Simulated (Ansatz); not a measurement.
What does this script print? It uses Ansatz's Python interface.

`ch6bosb_scan.py`
```python
# -*- coding: utf-8 -*-
"""Potential curve of CH6BOSb along one bond."""

import warnings

import ansatz
import numpy as np

GEOMETRY = """
C    -0.83720   -0.06000   -0.83050
B     0.34830   -0.53740    0.00330
O     0.73670   -1.92970   -0.09650
Sb    1.54100    0.89080    1.32290
H    -1.31030   -0.85520   -1.45630
H    -1.66190    0.39610   -0.15670
H    -0.52520    0.79510   -1.52140
H     0.29800   -2.37210    0.62560
H    -0.03210    1.52560    2.03590
H     1.52570    2.09570    0.07660
"""

warnings.simplefilter("ignore", ansatz.DeckWarning)

mol = ansatz.Crystal.molecule()
for line in GEOMETRY.strip().splitlines():
    symbol, *xyz = line.split()
    mol = mol.atom(symbol, [float(v) for v in xyz])

symbols = [site.symbol for site in mol.cartesian_sites]
start = np.array([site.position_ang for site in mol.cartesian_sites])
axis = (start[0] - start[1]) / np.linalg.norm(start[0] - start[1])
moving = [0, 4, 5, 6]
lengths, energies = [1.343, 1.404, 1.465, 1.526, 1.587, 1.648, 1.709, 1.801], []
for length in lengths:
    xyz = start.copy()
    xyz[moving] += (length - np.linalg.norm(start[0] - start[1])) * axis
    point = ansatz.Crystal.molecule()
    for symbol, place in zip(symbols, xyz):
        point = point.atom(symbol, place.tolist())
    calculation = point.calculation().basis(gaussian="def2-SVP").functional("b3lyp")
    data = calculation.run(threads=1, backend="cpu").report
    energies.append(data["free_energy_ev"])
    print(f"r = {length:6.3f} A  E = {energies[-1]:.5f} eV  <S^2> = {abs(data['mean_field']['state']['spin_squared']):.3f}")

# quartic fit about the minimum
fit = np.polynomial.Polynomial.fit(lengths, np.array(energies) - min(energies), 4).convert()
roots = [r.real for r in fit.deriv().roots() if abs(r.imag) < 1e-9 and fit.deriv(2)(r.real) > 0]
r_e = min(roots, key=lambda r: abs(r - lengths[int(np.argmin(energies))]))
print(f"minimum of the fit at {r_e:.4f} A, force constant {fit.deriv(2)(r_e):.2f} eV/A^2")
```

`python ch6bosb_scan.py` gives:
```text
r =  1.343 A  E = -10394.50282 eV  <S^2> = 0.000
r =  1.404 A  E = -10394.98070 eV  <S^2> = 0.000
r =  1.465 A  E = -10395.25852 eV  <S^2> = 0.000
r =  1.526 A  E = -10395.38689 eV  <S^2> = 0.000
r =  1.587 A  E = -10395.40433 eV  <S^2> = 0.000
r =  1.648 A  E = -10395.34023 eV  <S^2> = 0.000
r =  1.709 A  E = -10395.21705 eV  <S^2> = 0.000
r =  1.801 A  E = -10394.95641 eV  <S^2> = 0.000
minimum of the fit at 1.5666 A, force constant 24.09 eV/A^2
```

Total energies depend on the basis set; only differences at equal settings carry meaning. The rest of the molecule is held rigid at a force-field or estimated start geometry, and the basis set is modest; single-reference methods fail as a bond breaks. def2 sets replace the cores of elements past krypton by effective core potentials. b3lyp holds the VWN-RPA fit, as in Gaussian; the form of ORCA and Turbomole is b3lyp5. The orbitals are restricted, so S² is zero by construction. It ran for 26 s on 1 thread of Arm Neoverse V1, on a shared host, peak memory 0.25 GiB.

(A comment or docstring line of the script was reworded after the run, the code is as it ran; lines on the test bed's own set-up are left out of the output.)
